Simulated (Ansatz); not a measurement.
# CH5BrOSi: the cost of one run

Method: RKS PBE0/def2-mTZVP, in Ansatz 0.2.0.

## Step 1: The system as given

Bond lengths: O1–C2 1.420 Å, C2–Si3 1.837 Å, C2–Br4 1.927 Å, O1–H5 1.030 Å, C2–H6 1.097 Å, Si3–H7 1.522 Å, Si3–H8 1.434 Å, Si3–H9 1.557 Å. Angles: O1–C2–Si3 116.5°, O1–C2–Br4 106.1°, O1–C2–H6 108.3°, Si3–C2–Br4 107.8°, Si3–C2–H6 110.7°, Br4–C2–H6 106.9°, C2–O1–H5 103.3°, C2–Si3–H7 112.7°, C2–Si3–H8 113.7°, C2–Si3–H9 110.8°, H7–Si3–H8 107.7°, H7–Si3–H9 105.6°, H8–Si3–H9 105.9°.

As a file:

```xyz
9

O     0.3944    1.6429   -0.4113
C    -0.4242    0.5187   -0.1249
Si    0.4216   -0.9507    0.5819
Br   -1.2177   -0.0064   -1.8006
H    -0.0172    2.0205   -1.2769
H    -1.2432    0.8459    0.5268
H     1.5559   -1.4564   -0.2985
H    -0.4581   -2.0544    0.8352
H     1.0770   -0.6063    1.9514
```

## Step 2: Relaxing end A

input.yaml reads:

```yaml
crystal:
  periodic: [false, false, false]
  atoms:
    - { symbol: O, position_ang: [0.3944, 1.6429, -0.4113] }
    - { symbol: C, position_ang: [-0.4242, 0.5187, -0.1249] }
    - { symbol: Si, position_ang: [0.4216, -0.9507, 0.5819] }
    - { symbol: Br, position_ang: [-1.2177, -0.0064, -1.8006] }
    - { symbol: H, position_ang: [-0.0172, 2.0205, -1.2769] }
    - { symbol: H, position_ang: [-1.2432, 0.8459, 0.5268] }
    - { symbol: H, position_ang: [1.5559, -1.4564, -0.2985] }
    - { symbol: H, position_ang: [-0.4581, -2.0544, 0.8352] }
    - { symbol: H, position_ang: [1.077, -0.6063, 1.9514] }
basis:
  gaussian: { orbitals: def2-mTZVP }
hamiltonian:
  xc: pbe0
relax:
  f_tol: 0.015
  max_steps: 40
```

Run with:

```console
$ ansatz run input.yaml --threads 2 --pin off --max-ram 3072MiB --backend cpu --events-out ev --progress --plain --runs-dir out
```

**Question.** How long does this run take on 2 threads of Arm Neoverse V2, shared host, and how much memory does it need?

About 42 s, with a peak of 0.28 GiB.
